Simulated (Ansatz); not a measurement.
# LaNiGe2: the cost of one run

Program: Ansatz 0.2.0. Level of theory: DFT r²SCAN, scalar-relativistic, plane waves, PAW. These are calculated values, not measurements.

1 further run of the same task is left out (set aside as unsound or not needed).

### 1 The starting structure

The cell holds 15 atoms (Ge8La3Ni4): a = 6.053 Å, b = 6.053 Å, c = 8.712 Å, α = 79.79°, β = 79.79°, γ = 88.84°.

Structure file:

```xyz
15
Lattice="-4.3231 0.0000 4.2364 -4.3231 0.0000 -4.2364 -2.1615 -8.4400 0.0000" Properties=species:S:1:pos:R:3 pbc="T T T"
Ge   -6.4361   -4.1995   -1.0386
Ge   -6.4377   -4.2446    3.0857
Ge   -4.3325   -4.2271    1.0802
Ge   -4.3563   -4.2267   -3.1378
Ge   -6.4678   -7.7244   -3.1869
Ge   -6.4370   -7.6997    1.0256
Ge   -4.3111   -0.6790    3.1819
Ge   -4.3072   -0.7237   -1.0736
La   -4.3231   -6.6056   -1.0591
La   -2.1615   -1.8344    1.0591
La   -6.4846   -1.8344    1.0591
Ni   -6.4833   -5.3278   -3.1927
Ni   -6.5030   -5.3893    1.1029
Ni   -4.3522   -3.1103    3.1892
Ni   -4.3231   -3.0899   -1.0591
```

The host was relaxed before at r²SCAN: a = 4.323 Å, b = 16.880 Å, c = 4.236 Å, α = 90.00°, β = 90.00°, γ = 90.00° (conventional cell), 19.321 Å³/atom.

Places, in fractions of the supercell: a vacancy on La at (0.679, 0.929, 0.783). Its neighbours start displaced at random, with a spread of 0.03 Å in each coordinate.

### 2 The perfect crystal in the supercell of 16 atoms

Input file input.yaml:

```yaml
crystal:
  lattice:
    - [-4.3230572964, 0.0, 4.2363873746]
    - [-4.3230572964, 0.0, -4.2363873746]
    - [-2.1615286482, -8.4399777721, 0.0]
  atoms:
    - { symbol: Ge, position: [0.4999977175, 0.7499977175, 0.5000091299] }
    - { symbol: Ge, position: [0.9999977175, 0.2499977175, 0.5000091299] }
    - { symbol: Ge, position: [0.5000022825, 0.2500022825, 0.4999908701] }
    - { symbol: Ge, position: [2.2825e-06, 0.7500022825, 0.4999908701] }
    - { symbol: Ge, position: [0.1466692986, 0.8966692986, 0.9133228054] }
    - { symbol: Ge, position: [0.6466692986, 0.3966692986, 0.9133228054] }
    - { symbol: Ge, position: [0.8533307014, 0.1033307014, 0.0866771946] }
    - { symbol: Ge, position: [0.3533307014, 0.6033307014, 0.0866771946] }
    - { symbol: La, position: [0.6793352906, 0.9293352906, 0.7826588378] }
    - { symbol: La, position: [0.1793352906, 0.4293352906, 0.7826588378] }
    - { symbol: La, position: [0.3206647094, 0.0706647094, 0.2173411622] }
    - { symbol: La, position: [0.8206647094, 0.5706647094, 0.2173411622] }
    - { symbol: Ni, position: [0.2165264792, 0.9665264792, 0.6338940833] }
    - { symbol: Ni, position: [0.7165264792, 0.4665264792, 0.6338940833] }
    - { symbol: Ni, position: [0.7834735208, 0.0334735208, 0.3661059167] }
    - { symbol: Ni, position: [0.2834735208, 0.5334735208, 0.3661059167] }
basis:
  ecutwfc: 500
  xc_grid: 3
kpoints:
  mp_grid: { grid: [4, 4, 3], shift: [0.5, 0.5, 0.0] }
hamiltonian:
  xc: r2scan
scf:
  occupations: { method: gaussian, width: 0.05 }
output:
  forces: true
  stress: true
  eigenvalues: true
  write_density: true
  write_potential: true
  elf: true
  volumetric_format: npy
```

Started as:

```console
$ ansatz run input.yaml --threads 8 --pin off --max-ram 14336MiB --backend cpu --events-out ev --progress --plain --runs-dir out
```

What time and memory should one allow on 8 threads of Arm Neoverse V1, shared host?

About 20 s, with a peak of 3 GiB.
